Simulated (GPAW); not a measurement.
# SiF in GPAW: convergence with plane-wave cutoff (eV)

Crystal: SiF.

```
Si F
1.0
     3.02860    0.00000    0.00000
     0.00000    3.02860    0.00000
     0.00000    0.00000    3.02860
Si F
1 1
Direct
  0.50000 0.50000 0.50000
  0.00000 0.00000 0.00000
```

The cell was built by a generator and needn't be a form met in nature.

* Program: GPAW 26.7.0
* Task: convergence study
* Functional: PBE
* Potentials or basis: GPAW PAW data sets (gpaw-data 1.2.1)
* Cutoff: 300 eV
* Basis: pw
* k mesh: 9 × 9 × 9
* Occupations: fermi-dirac, width 0.05 eV
* Spin: no spin polarisation

These are the settings of the first run; the series varies plane-wave cutoff (eV), with any setting tied to it.

Hardware: 1 thread of Intel(R) Xeon(R) Platinum 8375C CPU @ 2.90GHz (Ice Lake) (shared host).

| plane-wave cutoff (eV) | energy less the tightest run, at zero smearing (meV/atom) | pressure (GPa) | SCF cycles | CPU time (s) | peak memory (GiB) |
| --- | --- | --- | --- | --- | --- |
| 300 | 3714.85 | -147.87 | 9 | 7.5 | 0.12 |
| 350 | 1535.02 | -76.04 | 10 | 5 | 0.13 |
| 400 | 599.96 | -35.17 | 10 | 5.3 | 0.13 |
| 500 | 105.53 | -4.54 | 10 | 6.1 | 0.13 |
| 600 | 64.69 | 0.17 | 10 | 8.7 | 0.14 |
| 700 | 58.57 | -0.27 | 10 | 8.3 | 0.15 |
| 800 | 42.37 | -0.79 | 10 | 8.9 | 0.15 |
| 1000 | 11.78 | -0.48 | 10 | 14 | 0.17 |
| 1200 | 0.00 | 0.07 | 10 | 15 | 0.18 |

Not settled before the last step: the energy (to 1 meV/atom), the pressure (to 0.1 GPa). The tightest run that finished is the yardstick and may itself not be fully converged.

Caveat, for the tightest run too: an odd number of electrons without spin polarisation forces a metal; a magnetic or distorted state may lie lower.
